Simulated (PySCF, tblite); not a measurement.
# ClGeH₇O₃Si₂, a small molecule taken as a stand-in for a surface group (Ge site with back bonds O[SiH3], O[SiH3], O): NMR shifts, core binding energies and electronic excitations

Wanted: the NMR shifts, core binding energies and electronic excitations for `[OH][Ge]([Cl])([O][SiH3])[O][SiH3]`.

Computed with tblite 0.8.0 and PySCF 2.14.0; each step states its level. No surroundings beyond the atoms listed, unless a continuum is named. Atoms count from 0, parts from 1.

## 1. The system as given

14 atoms, charge 0, multiplicity 1; geometry: distance geometry start.

## 2. Geometry optimisation with GFN2-xTB

The job: settings as JSON, then the geometry in Å.

```
{"job": {"kind": "relax", "xc": "GFN2-xTB", "basis": "xTB"}, "charge": 0, "multiplicity": 1}
Ge     0.757493     1.490155    -0.043586
O      0.898445     0.458298    -1.573284
Si     0.141040    -1.095724    -1.833527
O     -1.020649     1.805756     0.340085
Si    -2.050597     0.725387     1.297499
O      1.565504     0.588856     1.392181
Cl     1.826081     3.404940    -0.374157
H      1.068204    -2.131049    -1.496021
H     -1.000577    -1.215262    -0.978566
H     -0.265739    -1.269371    -3.166428
H     -3.236008     1.398687     1.627291
H     -2.376103    -0.422591     0.517147
H     -1.376127     0.307940     2.462344
H      1.165507    -0.124794     1.873383
```

Level: GFN2-xTB geometry optimisation, gas phase.

Launch:

```
$ OMP_NUM_THREADS=1 python cluster_run.py task.json out
```

One launch serves the whole session: the jobs run in the order shown.

**Question.** The jobs that follow are: PBE0-D3(BJ)/def2-SVP geometry optimisation, gas phase; GIAO PBE0/pcSseg-1 NMR shielding, non-relativistic, gas phase; delta-SCF UKS SCAN, pcX-2 on the ionised atom, pcseg-1 elsewhere, spin-free X2C; TDDFT CAM-B3LYP/def2-SVPD, vertical, gas phase, core orbitals frozen in the response. Predict: point group; rotational constants (main isotopes); 1H shifts against TMS (PBE0/pcSseg-1); 73Ge shifts against GeMe4 (PBE0/pcSseg-1); 17O shifts against H2O (PBE0/pcSseg-1); 29Si shifts against TMS (PBE0/pcSseg-1); 35Cl shifts against HCl (PBE0/pcSseg-1); potential on the surface of density 0.002 e/bohr³, 1st and 99th percentile; O1s binding energies, SCAN/pcX-2; Si2p binding energies, SCAN/pcX-2 (standing for 1 of 2 atoms); Cl2p binding energies, SCAN/pcX-2; lowest singlet (CAM-B3LYP/def2-SVPD); brightest single state of those computed; lowest triplet; vertical ionisation energy (ΔSCF); vertical electron affinity (ΔSCF).

As calculated:

| quantity | value |
| --- | --- |
| point group | C1 |
| rotational constants (main isotopes) | 1.15, 0.87, 0.69 GHz |
| 1H shifts against TMS (PBE0/pcSseg-1) | 5.13, 5.09, 5.07, 5.05, 5.00, 4.93, 2.06 ppm |
| 73Ge shifts against GeMe4 (PBE0/pcSseg-1) | -8 ppm |
| 17O shifts against H2O (PBE0/pcSseg-1) | 68.5, 67.0, 59.8 ppm |
| 29Si shifts against TMS (PBE0/pcSseg-1) | -29.5, -29.7 ppm |
| 35Cl shifts against HCl (PBE0/pcSseg-1) | 61 ppm |
| potential on the surface of density 0.002 e/bohr³, 1st and 99th percentile | -1.18 V and 2.14 V |
| O1s binding energies, SCAN/pcX-2 | O5 538.88, O1 538.09, O3 538.03 eV |
| Si2p binding energies, SCAN/pcX-2 (standing for 1 of 2 atoms) | Si2 107.93 eV |
| Cl2p binding energies, SCAN/pcX-2 | Cl6 206.63 eV |
| lowest singlet (CAM-B3LYP/def2-SVPD) | 7.08 eV (175 nm), f = 0.000 |
| brightest single state of those computed | state 4, 7.46 eV, f = 0.038 |
| lowest triplet | 6.68 eV |
| vertical ionisation energy (ΔSCF) | 11.21 eV |
| vertical electron affinity (ΔSCF) | -0.35 eV (unbound: the value hangs on the basis) |

In words: The start of the PBE0/def2-SVP relaxation was shaken at random by about 0.01 Å, so part of the energy gained, and of the first lengths quoted, undoes that. Relaxing lowered the energy by 0.428 eV in 30 steps; the close pair that moved most is Ge0–Cl6, from 2.071 to 2.135 Å (PBE0/def2-SVP). Hydrogens of an XH3 group are listed apart at this fixed geometry; free rotation makes them one line at their mean. At PBE0/pcSseg-1: Shielding is most anisotropic at Cl6 (span 272 ppm, paramagnetic term -267 ppm). At PBE0/pcSseg-1, counted by nearest atom on the grid, the HOMO lies on O3 32 %; H11 23 %, the LUMO on Ge0 20 %; Cl6 15 %. At SCAN/pcX-2: The O1s levels kept as sound span 0.85 eV, from O3 (oxygen bonded to Ge, Si) up to O5 (oxygen bonded to Ge, H). The first singlet state (HOMO→LUMO 0.52, HOMO−1→LUMO 0.16) lies at 7.08 eV and is dark; of the 6 states computed, the strongest absorption comes from state 4 at 7.46 eV. The lowest triplet lies 0.41 eV below the lowest singlet (triplets in Tamm-Dancoff, singlets in full TDDFT). The orbital energy would give 10.51 eV for ionisation, ΔSCF gives 11.21 eV. Spin-orbit coupling is left out, which matters for shieldings and couplings at and beside the heavy atoms. A capped cluster stands for the solid here, so long-range fields and strain are missing, and bands or shifts of the capping hydrogens have no counterpart in it.
